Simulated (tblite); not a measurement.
# CH4Cl2F2Ga2: the cost of one run

The runs use tblite 0.8.0 and PySCF 2.14.0, with density-fitted response routines of our own; the level of theory stands in each step. All values are computed, except where a source is named. Atoms count from 0, in the outputs and in this text.

### Step 1. Starting geometry

11 atoms, charge 0, multiplicity 1; geometry from: force field or distance geometry start.

Bonds of the start (Å): C0–Ga1 1.97, Ga1–Cl2 2.22, Cl2–Ga3 2.22, Ga3–F4 1.77, Ga3–F5 1.77, Ga3–Cl6 2.22, Cl6–Ga1 2.22, C0–H7 1.13, C0–H8 1.12, C0–H9 1.12, Ga1–H10 1.60.

### Step 2. Optimising the geometry with GFN2-xTB

What the job is given:

```
{"job": {"kind": "relax", "xc": "GFN2-xTB", "basis": "xTB"}, "charge": 0, "multiplicity": 1}
C     -1.773200     0.124200    -0.386400
Ga    -0.410700    -0.961700     0.526400
Cl     1.065000     0.176300     1.741000
Ga     1.993600     0.666600    -0.220000
F      3.762400     0.710000    -0.206300
F      1.135200     2.013600    -0.978100
Cl     1.282300    -1.336400    -0.853800
H     -2.326600     0.814500     0.313300
H     -1.330500     0.718500    -1.222400
H     -2.504100    -0.577200    -0.867600
H     -0.887900    -2.345800     1.167700
```

Launch:

```console
$ OMP_NUM_THREADS=1 python probes_run.py task.json out
```

This one command runs all jobs of the session in turn.

Q: Estimate the wall time and peak memory of this first job on 1 thread of Arm Neoverse N1, shared host.

About 1.2 s, with a peak of 0.18 GiB.
